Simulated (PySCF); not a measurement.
# A diatomic session: CaS+

One table from this session's results is given with a row withheld; the runs are named, their logs left out.

The runs use PySCF 2.14.0; Ca def2-SVPD, S def2-SVPD, no relativity.

The first run:

Settings of the job:

```yaml
atoms: Ca, S
charge: 1
basis: Ca def2-SVPD, S def2-SVPD
Hamiltonian: no relativity
basis_functions: 54
electrons_treated: 35
masses_in_u: 39.9626, 31.9721
levels: PBE0, PBE, r²SCAN, PW91, BP86, TPSSh, HF, MP2, SCS-MP2, CCSD, CCSD(T)
grid: 80 radial by 434 angular points
occupations: held fixed by the projection of orbital angular momentum
dissociation_limit: Ca+ + S, each in its ground configuration
starting_distance_in_angstrom: 2.675
values_of_2S_to_try: 1, 3
```

On the command line:

```bash
$ OMP_NUM_THREADS=1 python dia.py task.json out
```

Steps of the session up to this table: Set-up; PBE0 along the bond; Excited determinants; PBE (GGA); r²SCAN (meta-GGA); PW91 (GGA); BP86 (GGA); TPSSh; UHF (mean field); Adding correlation.

One table of the session follows, with a row left open; its other results are not shown here.

Energy (eV) from each level's lowest point:

| R (Å) | UHF | UHF-MP2 | UHF-SCS-MP2 | UHF-CCSD | UHF-CCSD(T) |
| --- | --- | --- | --- | --- | --- |
| 2.121 | 1.388 | 1.275 | 1.302 | n/a | n/a |
| 2.219 | 0.705 | 0.638 | 0.656 | 0.660 | 0.664 |
| 2.318 | ? | ? | ? | ? | ? |
| 2.392 | 0.112 | 0.094 | 0.101 | 0.103 | 0.107 |
| 2.466 | 0.021 | 0.015 | 0.018 | 0.019 | 0.021 |
| 2.540 | 0.000 | 0.000 | 0.000 | 0.000 | 0.000 |
| 2.639 | 0.053 | 0.055 | 0.052 | 0.049 | 0.046 |
| 2.762 | 0.211 | 0.208 | 0.200 | 0.194 | 0.185 |
| 2.910 | 0.483 | 0.465 | 0.454 | 0.441 | 0.423 |
| 3.107 | 0.912 | 0.870 | 0.858 | n/a | n/a |

**Question.** Estimate the row for R (Å) = 2.318.

Worked estimate for «UHF». A straight line through the neighbours (2.219, 0.705) and (2.392, 0.112) gives 0.705 + (0.112 − 0.705) × (2.318 − 2.219) / (2.392 − 2.219) = 0.366; a parabola fitted to 4 rows on both sides gives 0.278.

**Answer.** UHF: 0.290; UHF-MP2: 0.255; UHF-SCS-MP2: 0.266; UHF-CCSD: 0.270; UHF-CCSD(T): 0.274. In «UHF» the line misses by +0.076 and the parabola by -0.012.
